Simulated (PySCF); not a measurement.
# One shape, several levels: CH6BCl2N (SMILES C[B-]([NH3+])(Cl)Cl)

Wanted: a comparison of 6 runs (HF/6-31G, HF/def2-SVP, B3LYP/6-31G*, B3LYP/cc-pVDZ, PBE0/def2-SVP, MP2/6-31+G*) of CH6BCl2N. The job is set up through a Python script.

The results are computed with PySCF 2.14.0.

## (1) The molecule

CH6BCl2N: 11 atoms, total charge 0, spin state singlet. As SMILES, `C[B-]([NH3+])(Cl)Cl`. The coordinates come from a PBE0-D4/def2-TZVP relaxation.

Bond lengths: C1–B2 1.585 Å, B2–N3 1.625 Å, B2–Cl4 1.853 Å, B2–Cl5 1.853 Å, C1–H6 1.092 Å, C1–H7 1.095 Å, C1–H8 1.095 Å, N3–H9 1.017 Å, N3–H10 1.017 Å, N3–H11 1.017 Å. Some angles: C1–B2–N3 109.8°, C1–B2–Cl4 113.8°, C1–B2–Cl5 113.8°, N3–B2–Cl4 103.0°, N3–B2–Cl5 103.0°, Cl4–B2–Cl5 112.2°, B2–C1–H6 109.7°, B2–C1–H7 112.3°, B2–C1–H8 112.3°, B2–N3–H9 109.0°.

## (2) Energy and gradient at HF/6-31G (run 1)

calc.py

```python
import pyscf.grad
from pyscf import gto

system = gto.M(
    atom='''
C       -1.212400       0.255400       0.570800
B        0.011000       0.415500      -0.424800
N        1.148000      -0.694800      -0.083500
Cl      -0.410800       0.052000      -2.192200
Cl       0.922500       2.018000      -0.237700
H       -1.975200       1.001600       0.340500
H       -0.920400       0.409200       1.615300
H       -1.690500      -0.726400       0.486300
H        1.926300      -0.581300      -0.728700
H        1.493500      -0.572200       0.865000
H        0.773300      -1.634100      -0.190600
''',
    verbose=4,
    basis='6-31g',
    spin=0,
    max_memory=1860,
)

calc0 = system.RHF()
calc0.conv_tol = 1e-10
calc0.kernel()
if not calc0.converged:
    calc0 = calc0.newton().run(calc0.mo_coeff, calc0.mo_occ)

etot = calc0.e_tot
print('E = %.10f Eh' % etot)
grad = calc0.Gradients().kernel()
dip = calc0.dip_moment()
pop, q = calc0.mulliken_pop()
```

On the command line:

```sh
$ OMP_NUM_THREADS=1 python calc.py
```

Standard output:

```text
PySCF version 2.14.0

[... 65 lines left out ...]
converged SCF energy = -1039.49818674025
[... 12 lines left out ...]
Dipole moment(X, Y, Z, Debye):  2.98393, -5.52534,  3.52191
[... 77 lines left out ...]
charge of   10H =      0.41564
```

Wall time 11 s (1 thread of Intel Xeon at 2.70GHz, shared host); peak memory 0.14 GiB.

## (3) Energy and forces at HF/def2-SVP (run 2)

job.py

```python
from pyscf import gto

molecule = gto.M(
    atom='''
C     -2.291104     0.482636     1.078656
B      0.020787     0.785181    -0.802756
N      2.169406    -1.312982    -0.157792
Cl    -0.776299     0.098266    -4.142658
Cl     1.743272     3.813467    -0.449188
H     -3.732587     1.892750     0.643452
H     -1.739304     0.773276     3.052475
H     -3.194582    -1.372697     0.918974
H      3.640179    -1.098498    -1.377043
H      2.822306    -1.081301     1.634613
H      1.461325    -3.088001    -0.360182
''',
    basis='def2-svp',
    verbose=4,
    unit='bohr',
    max_memory=1860,
)

hf = molecule.RHF()
hf.conv_tol = 1e-10
hf.kernel()
if not hf.converged:
    hf = hf.newton().run(hf.mo_coeff, hf.mo_occ)

e_tot = hf.e_tot
print('E(%s) = %.9f' % ('HF', e_tot))
grad = hf.nuc_grad_method().kernel()
dip = hf.dip_moment()
pop, q = hf.mulliken_pop()
```

On the command line:

```sh
$ OMP_NUM_THREADS=1 python job.py
```

Standard output:

```text
PySCF version 2.14.0

[... 65 lines left out ...]
converged SCF energy = -1039.24428186412
[... 12 lines left out ...]
Dipole moment(X, Y, Z, Debye):  3.05989, -4.96606,  2.90755
[... 120 lines left out ...]
charge of   10H =      0.17368
```

It took 22 s on 1 thread of Intel Xeon at 2.70GHz, shared host; peak memory 0.25 GiB.

Run 3 isn't shown in full; the table further down has it.

## (4) Energy and forces at B3LYP/cc-pVDZ (run 4)

mol.xyz

```xyz
11
CH6BCl2N
C     -1.212400     0.255400     0.570800
B      0.011000     0.415500    -0.424800
N      1.148000    -0.694800    -0.083500
Cl    -0.410800     0.052000    -2.192200
Cl     0.922500     2.018000    -0.237700
H     -1.975200     1.001600     0.340500
H     -0.920400     0.409200     1.615300
H     -1.690500    -0.726400     0.486300
H      1.926300    -0.581300    -0.728700
H      1.493500    -0.572200     0.865000
H      0.773300    -1.634100    -0.190600
```

job.py

```python
from pyscf import gto, dft

system = gto.M(
    atom='mol.xyz',
    max_memory=1860,
    spin=0,
    verbose=4,
    basis='cc-pvdz',
    charge=0,
)

ks = dft.RKS(system)
ks.xc = 'b3lyp'
ks.conv_tol = 1e-10
ks.grids.level = 5
ks.kernel()
if not ks.converged:
    ks = ks.newton().run(ks.mo_coeff, ks.mo_occ)

energy = ks.e_tot
print(f'total energy: {energy:.8f} hartree')
grad = ks.nuc_grad_method().kernel()
ks.analyze()
```

On the command line:

```sh
$ OMP_NUM_THREADS=1 python job.py
```

Standard output:

```text
PySCF version 2.14.0

[... 109 lines left out ...]
MO #8   energy= -7.17214518120463  occ= 2
[... 19 lines left out ...]
MO #28  energy= -0.273262693277142 occ= 2
[... 19 lines left out ...]
MO #48  energy= 0.540758408569661  occ= 0
[... 19 lines left out ...]
MO #68  energy= 0.856555329741779  occ= 0
[... 19 lines left out ...]
MO #88  energy= 1.70281889563058   occ= 0
[... 19 lines left out ...]
MO #108 energy= 2.89431460630868   occ= 0
[... 122 lines left out ...]
Dipole moment(X, Y, Z, Debye):  2.88137, -4.75779,  2.81990
```

Run time: 87 s. Hardware: 1 thread of Intel Xeon at 2.70GHz, shared host; peak memory 1.1 GiB.

Run 5 isn't shown in full; the table further down has it.

## (5) Energy and gradient at MP2/6-31+G(d) (spherical functions) (run 6)

geometry.xyz

```xyz
11

C     -1.212400     0.255400     0.570800
B      0.011000     0.415500    -0.424800
N      1.148000    -0.694800    -0.083500
Cl    -0.410800     0.052000    -2.192200
Cl     0.922500     2.018000    -0.237700
H     -1.975200     1.001600     0.340500
H     -0.920400     0.409200     1.615300
H     -1.690500    -0.726400     0.486300
H      1.926300    -0.581300    -0.728700
H      1.493500    -0.572200     0.865000
H      0.773300    -1.634100    -0.190600
```

run.py

```python
import pyscf.grad
from pyscf import gto, scf, mp

molecule = gto.Mole()
molecule.atom = 'geometry.xyz'
molecule.verbose = 4
molecule.max_memory = 1860
molecule.charge = 0
molecule.basis = '6-31+g*'
molecule.spin = 0
molecule.build()

hf = scf.RHF(molecule)
hf.conv_tol = 1e-10
hf.kernel()
if not hf.converged:
    hf = hf.newton().run(hf.mo_coeff, hf.mo_occ)

pt = mp.MP2(hf, frozen=13).run()
etot = pt.e_tot
print(f'total energy: {etot:.8f} hartree')
grad = pt.Gradients().kernel()
hf.analyze()
```

On the command line:

```sh
$ OMP_NUM_THREADS=1 python run.py
```

Standard output:

```text
PySCF version 2.14.0

[... 101 lines left out ...]
MO #10  energy= -7.98142216330089  occ= 2
[... 19 lines left out ...]
MO #30  energy= 0.0265812894386874 occ= 0
[... 19 lines left out ...]
MO #50  energy= 0.299104697966313  occ= 0
[... 19 lines left out ...]
MO #70  energy= 0.947028121120529  occ= 0
[... 19 lines left out ...]
MO #90  energy= 1.40467923121325   occ= 0
[... 19 lines left out ...]
MO #110 energy= 2.82188149875432   occ= 0
[... 124 lines left out ...]
Dipole moment(X, Y, Z, Debye):  2.88185, -5.04370,  3.10709
```

Wall time 59 s (1 thread of Intel Xeon at 2.70GHz, shared host); peak memory 1.1 GiB.

## (6) The series

```
run                               level  integration grid  frozen core orbitals   energy (Eh)  dipole moment (D) of the reference  HOMO energy (eV)  LUMO energy (eV)  wall time
  1                            HF/6-31G                 –                     –  -1039.498187                                7.20            -11.07              4.06       11 s
  2                         HF/def2-SVP                 –                     –  -1039.244282                                6.52            -10.81              3.37       22 s
  3  B3LYP/6-31G* (spherical functions)                 5                     –  -1041.829484                                6.41             -7.34              0.47       50 s
  4                       B3LYP/cc-pVDZ                 5                     –  -1041.889027                                6.24             -7.30             -0.03       87 s
  5                       PBE0/def2-SVP                 5                     –  -1041.023681                                6.21             -7.50              0.41       67 s
  6   MP2/6-31+G* (spherical functions)                 –                    13  -1040.230581                                6.59            -11.12              0.72       59 s
```

## (7) Outcome

```
                                           quantity           value
                                run 6: total energy  -1040.23058 Eh
        run 6: dipole moment (Hartree–Fock density)          6.59 D
         run 6: HOMO energy (Hartree–Fock orbitals)       -11.12 eV
         run 6: LUMO energy (Hartree–Fock orbitals)         0.72 eV
       run 6: HOMO–LUMO gap (Hartree–Fock orbitals)        11.84 eV
run 6: correlation energy (13 core orbitals frozen)      -653.5 mEh
                    run 6: largest force on an atom      0.362 eV/Å
```

Over runs 1, 2, 3, 4, 5 the dipole moment (its size) runs from 6.21 D (PBE0/def2-SVP) to 7.20 D (HF/6-31G). The two ends differ in method and basis. Over runs 1, 2, 3, 4, 5 the HOMO–LUMO gap runs from 7.27 eV (B3LYP/cc-pVDZ) to 15.13 eV (HF/6-31G). Totals of different functionals can't be ranked against each other. All runs together took 4.9 min, the longest 87 s.
